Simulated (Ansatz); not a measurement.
SnTe3:

```
Te Sn
1.0
     0.00000    3.86122    3.86122
     3.86122    0.00000    3.86122
     3.86122    3.86122    0.00000
Te Sn
3 1
Direct
  0.50000 0.50000 0.50000
  0.75000 0.75000 0.75000
  0.25000 0.25000 0.25000
  0.00000 0.00000 0.00000
```

The cell comes from a database or a generator and needn't be the stable form of this composition.

| Item | Value |
| --- | --- |
| Program | Ansatz 0.2.0 |
| Task | relaxation of cell and atoms |
| Functional | PBEsol |
| Dispersion | D3(BJ) |
| Potentials or basis | Ansatz PAW |
| Cutoff | 420 eV (not typed: the program's choice for these potentials) |
| k mesh | 6 × 6 × 6 |
| Occupations | fermi-dirac, width 0.05 eV |
| Spin | no spin polarisation |

At the start: volume 28.78 Å³/atom.

Q: How do energy, volume and symmetry change on relaxing?

A: It ends after 5 steps and the volume is 25.82 Å³/atom (-10.3 %); space group Fm-3m (No. 225, to 0.05 Å).

The path:
| step | energy change (eV) | largest force (eV/Å) | volume (Å³) |
| --- | --- | --- | --- |
| 1 | 0.0000 | 0.0000 | 115.13 |
| 2 | -0.2014 | 0.0000 | 99.80 |
| 3 | -0.2238 | 0.0000 | 104.03 |
| 4 | -0.2252 | 0.0000 | 103.29 |
| 5 | -0.2228 | 0.0000 | 103.29 |

Final structure:
```
CELL_PARAMETERS angstrom
0.00000 3.72401 3.72401
3.72401 0.00000 3.72401
3.72401 3.72401 0.00000
ATOMIC_POSITIONS crystal
Te 0.50000 0.50000 0.50000
Te 0.75000 0.75000 0.75000
Te 0.25000 0.25000 0.25000
Sn 0.00000 0.00000 0.00000
```

Caveat: the plane-wave basis is chosen anew once the cell has moved, so the energies of steps on either side of that aren't comparable; pairwise dispersion overbinds metals, which lowers pressure and volume; the PAW data sets come from PBE, with cores solved anew for the run's functional, which leaves a small shift of forces and pressure.
